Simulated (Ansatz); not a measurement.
# CH5CuN: the cost of one run

The runs use Ansatz 0.2.0; RKS PBE0-D4/def2-TZVPD.

2 further runs of the same task are left out: 2 set aside as unsound or not needed.

### Step 1. Starting geometry

8 atoms, charge 1, spin multiplicity 1.

Atoms are counted from 1 here; the program's logs count them from 0.

Bond lengths: Cu1–N3 1.912 Å, C2–N3 1.497 Å, C2–H4 1.103 Å, C2–H5 1.106 Å, C2–H6 1.103 Å, N3–H7 1.031 Å, N3–H8 1.031 Å. Angles: N3–C2–H4 109.3°, N3–C2–H5 110.4°, N3–C2–H6 109.3°, H4–C2–H5 109.3°, H4–C2–H6 109.1°, H5–C2–H6 109.3°, Cu1–N3–C2 115.2°, Cu1–N3–H7 108.3°, Cu1–N3–H8 108.3°, C2–N3–H7 109.7°, C2–N3–H8 109.7°, H7–N3–H8 105.2°.

As a file:

```csv
atom,x (Å),y (Å),z (Å)
Cu1,0.42936,-0.04620,-2.19155
C2,-0.21823,0.52897,0.56268
N3,0.18968,-0.57056,-0.36806
H4,0.55356,1.31632,0.55660
H5,-0.33659,0.14037,1.59116
H6,-1.17512,0.95808,0.22229
H7,-0.50947,-1.32806,-0.33763
H8,1.06682,-0.99902,-0.03550
```

### Step 2. Relaxation

Input file input.yaml:

```yaml
crystal:
  periodic: [false, false, false]
  atoms:
    - { symbol: Cu, position_ang: [0.429359, -0.046201, -2.191547] }
    - { symbol: C, position_ang: [-0.218234, 0.528967, 0.562682] }
    - { symbol: "N", position_ang: [0.189684, -0.570562, -0.368062] }
    - { symbol: H, position_ang: [0.553561, 1.316323, 0.556597] }
    - { symbol: H, position_ang: [-0.336595, 0.140368, 1.59116] }
    - { symbol: H, position_ang: [-1.175119, 0.958078, 0.222295] }
    - { symbol: H, position_ang: [-0.509472, -1.328056, -0.337627] }
    - { symbol: H, position_ang: [1.066816, -0.999018, -0.035497] }
total_charge: 1
basis:
  gaussian: { orbitals: def2-TZVPD }
hamiltonian:
  xc: pbe0
  dispersion: d4
output:
  forces: true
relax:
  f_tol: 0.003
  max_steps: 120
```

Started as:

```sh
$ ansatz run input.yaml --threads 1 --pin off --max-ram 2560MiB --backend cpu --events-out ev --progress --plain --runs-dir out
```

**Question.** How long does this run take on 1 thread of Arm Neoverse V1, shared host, and how much memory does it need?

About 65 s, with a peak of 0.35 GiB.
